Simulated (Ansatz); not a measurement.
# C2H4O2Si (SMILES C=C1O[SiH2]O1) at SVWN5/cc-pVDZ

Aim: the vertical ionisation energy of C2H4O2Si at SVWN5/cc-pVDZ, from 2 runs. 

The calculation is run with Ansatz 0.2.0.

56 further runs of the same task are left out: 56 set aside as unsound or not needed. Runs told in other sessions of the task aren't counted.

### Step 1. The structure to begin with

The species is C2H4O2Si (9 atoms), meant as a singlet with charge 0. As SMILES, `C=C1O[SiH2]O1`. Geometry: relaxed at PBE0-D4/def2-TZVP.

Bond lengths: C1–C2 1.319 Å, C2–O3 1.381 Å, O3–Si4 1.676 Å, C2–O5 1.381 Å, Si4–O5 1.676 Å, C1–H6 1.079 Å, C1–H7 1.079 Å, Si4–H8 1.478 Å, Si4–H9 1.478 Å. Some angles: C1–C2–O3 128.1°, C1–C2–O5 128.1°, O3–C2–O5 103.9°, C2–O3–Si4 87.6°, O3–Si4–O5 80.9°, C2–O5–Si4 87.6°, C2–C1–H6 119.7°, C2–C1–H7 119.7°, O3–Si4–H8 115.3°, O3–Si4–H9 115.3°.

### Step 2. A single-point energy at SVWN5/cc-pVDZ

Contents of run.yaml:

```yaml
crystal:
  periodic: [false, false, false]
  atoms:
    - {symbol: C, position_ang: [0.527300, 1.358500, -1.129600]}
    - {symbol: C, position_ang: [0.157300, 0.383100, -0.322900]}
    - {symbol: O, position_ang: [-0.585200, 0.473600, 0.838200]}
    - {symbol: Si, position_ang: [-0.440000, -1.190500, 0.978300]}
    - {symbol: O, position_ang: [0.421700, -0.967300, -0.442100]}
    - {symbol: H, position_ang: [0.243100, 2.374800, -0.904500]}
    - {symbol: H, position_ang: [1.111300, 1.132600, -2.008400]}
    - {symbol: H, position_ang: [-1.701100, -1.949600, 0.840800]}
    - {symbol: H, position_ang: [0.354100, -1.661500, 2.132900]}
basis:
  gaussian: {orbitals: cc-pVDZ}
output: {orbitals: {seedname: orbitals}}
accuracy: high
hamiltonian: {xc: {name: SVWN5}}
```

On the command line:

```console
ansatz run run.yaml --threads 1 --pin off --max-ram 3480MiB --events-out events.jsonl --progress --plain --runs-dir runs
```

The program printed:

```text
Warning: RAYON_NUM_THREADS=1 ignored (pool sized by the plan → 1); use --threads N
Functional definition: SVWN5
  name "SVWN5"
  exchange = slater_x
  correlation = vwn5_c
2196 factors; integrals over basis functions are off by at most 3.5e-9 eV
mean field evaluation 1: about -14021.5523 eV, gradient 6.6e1 eV
mean field evaluation 2: about -13977.9644 eV, gradient 1.2e2 eV
mean field evaluation 4: about -14030.5648 eV, gradient 1.2e1 eV
mean field evaluation 8: about -14030.8379 eV, gradient 7.7e-1 eV
mean field evaluation 16: about -14030.8370 eV, gradient 2.5e-5 eV
mean field -14030.83695320 eV, -515.6237475874 hartree, gradient 4.7e-8 eV, S^2 0.000000; 0 other end points of the search recorded, 0 dependent functions left out
reference -14030.83695655 eV, -515.6237477104 hartree; 23, 23 occupied and 71, 71 virtual orbitals, 2196 factors
Total energy: -14030.83695655 eV, -515.6237477104 hartree
```

It took 5.4 s on 1 thread of Arm Neoverse V1, shared host; peak memory 0.25 GiB.

### Step 3. The doublet cation

Contents of input.yaml:

```yaml
basis:
  gaussian: {orbitals: cc-pVDZ}
crystal:
  periodic: [false, false, false]
  atoms:
    - symbol: C
      position_ang: [0.527300, 1.358500, -1.129600]
    - symbol: C
      position_ang: [0.157300, 0.383100, -0.322900]
    - symbol: O
      position_ang: [-0.585200, 0.473600, 0.838200]
    - symbol: Si
      position_ang: [-0.440000, -1.190500, 0.978300]
    - symbol: O
      position_ang: [0.421700, -0.967300, -0.442100]
    - symbol: H
      position_ang: [0.243100, 2.374800, -0.904500]
    - symbol: H
      position_ang: [1.111300, 1.132600, -2.008400]
    - symbol: H
      position_ang: [-1.701100, -1.949600, 0.840800]
    - symbol: H
      position_ang: [0.354100, -1.661500, 2.132900]
total_charge: 1
magnetization: {spin_polarized: true, initial_magnetization: 1}
hamiltonian: {xc: {name: SVWN5}}
accuracy: high
output: {orbitals: {seedname: orbitals}}
```

On the command line:

```console
ansatz run input.yaml --threads 1 --pin off --max-ram 3480MiB --events-out events.jsonl --progress --plain --runs-dir runs
```

The program printed:

```text
Warning: RAYON_NUM_THREADS=1 ignored (pool sized by the plan → 1); use --threads N
[... 4 set-up lines as earlier in the session ...]
2195 factors; integrals over basis functions are off by at most 3.5e-9 eV
mean field evaluation 1: about -14000.2090 eV, gradient 6.6e1 eV
mean field evaluation 2: about -13783.2921 eV, gradient 1.9e2 eV
mean field evaluation 4: about -14020.2886 eV, gradient 1.9e1 eV
mean field evaluation 8: about -14022.0707 eV, gradient 1.8e-1 eV
mean field evaluation 16: about -14022.0666 eV, gradient 4.3e-4 eV
mean field -14022.06662887 eV, -515.3014441130 hartree, gradient 7.0e-8 eV, S^2 0.751662; 0 other end points of the search recorded, 0 dependent functions left out
reference -14022.06663233 eV, -515.3014442400 hartree; 23, 22 occupied and 71, 72 virtual orbitals, 2195 factors
Total energy: -14022.06663233 eV, -515.3014442400 hartree
```

Wall time 6.9 s (1 thread of Arm Neoverse V1, shared host); peak memory 0.29 GiB.

### Step 4. Outcome

At SVWN5/cc-pVDZ:

```
                                          quantity          value
                    singlet C2H4O2Si: total energy  -515.62375 Eh
                     singlet C2H4O2Si: HOMO energy       -5.37 eV
                     singlet C2H4O2Si: LUMO energy       -1.75 eV
                   singlet C2H4O2Si: HOMO–LUMO gap        3.62 eV
                      doublet cation: total energy  -515.30144 Eh
doublet cation: HOMO energy (highest over α and β)      -12.91 eV
 doublet cation: LUMO energy (lowest over α and β)      -12.09 eV
                              doublet cation: ⟨S²⟩          0.752
vertical ionisation energy (to the doublet cation)       8.770 eV
```

In words: Removing an electron at fixed nuclei costs 8.77 eV (202 kcal/mol). The negative HOMO energy of the first species, 5.37 eV, lies 3.40 eV below that difference.
